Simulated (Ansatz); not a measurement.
# MgIr4C3: the cost of one run

Method: DFT PBE, scalar-relativistic, plane waves, PAW, unless a step names another level, in Ansatz 0.2.0.

## (1) Starting point

It takes space group P4mm (No. 99, tetragonal). Conventional cell: a = 5.514 Å, b = 5.514 Å, c = 4.222 Å, α = 90.00°, β = 90.00°, γ = 90.00°. Mg (site symmetry 4mm) has 8 Ir at 2.82 to 2.99 Å in its first shell of neighbours. Ir (site symmetry m) is surrounded by 3 C at 2.00 to 2.01 Å. C (site symmetry 4mm) is surrounded by 4 Ir at 2.01 Å. C (site symmetry 2mm) is surrounded by 4 Ir at 2.00 Å.

Coordinates:

```cif
data_structure
_symmetry_space_group_name_H-M 'P4mm'
_symmetry_Int_Tables_number 99
_cell_length_a 5.5139
_cell_length_b 5.5139
_cell_length_c 4.2220
_cell_angle_alpha 90.000
_cell_angle_beta 90.000
_cell_angle_gamma 90.000
_cell_volume 128.36
loop_
_atom_site_label
_atom_site_type_symbol
_atom_site_symmetry_multiplicity
_atom_site_Wyckoff_symbol
_atom_site_fract_x
_atom_site_fract_y
_atom_site_fract_z
_atom_site_occupancy
Mg1 Mg 1 b 0.50000 0.50000 0.75831 1
Ir1 Ir 4 d 0.24428 0.24428 0.28639 1
C1 C 1 a 0.00000 0.00000 0.44133 1
C2 C 2 c 0.50000 0.00000 0.17684 1
```

It came out lowest among 23 distinct ends of the trial cells. At a tolerance of 0.05 Å it has space group P4mm (No. 99).

## (2) Relaxing to 0.001 eV/Å, on the response runs' mesh and smearing

Input file input.yaml:

```yaml
crystal:
  lattice:
    - [5.5139011634, 0.0, 0.0]
    - [0.0, 5.5139011634, 0.0]
    - [0.0, 0.0, 4.2220439299]
  atoms:
    - { symbol: Mg, position: [0.5, 0.5, 0.7583098879] }
    - { symbol: Ir, position: [0.2442763608, 0.2442763608, 0.2863886899] }
    - { symbol: Ir, position: [0.7557236392, 0.7557236392, 0.2863886899] }
    - { symbol: Ir, position: [0.7557236392, 0.2442763608, 0.2863886899] }
    - { symbol: Ir, position: [0.2442763608, 0.7557236392, 0.2863886899] }
    - { symbol: C, position: [0.0, 0.0, 0.4413284892] }
    - { symbol: C, position: [0.5, 0.0, 0.1768390818] }
    - { symbol: C, position: [0.0, 0.5, 0.1768390818] }
basis:
  ecutwfc: 420
kpoints:
  mp_grid: { grid: [6, 6, 8] }
hamiltonian:
  xc: pbe
scf:
  occupations: { method: gaussian, width: 0.1 }
output:
  forces: true
  stress: true
  eigenvalues: true
relax:
  adjacent_minimum: "off"
  f_tol: 0.001
  max_steps: 60
  cell: { stress_tol: 0.01 }
```

Run with:

```console
ansatz run input.yaml --threads 3 --pin off --max-ram 7680MiB --backend cpu --events-out ev --progress --plain --runs-dir out
```

**Question.** How long does this run take on 3 threads of Intel Xeon Platinum 8488C (Sapphire Rapids), shared host, and how much memory does it need?

About 23 s, with a peak of 0.64 GiB.
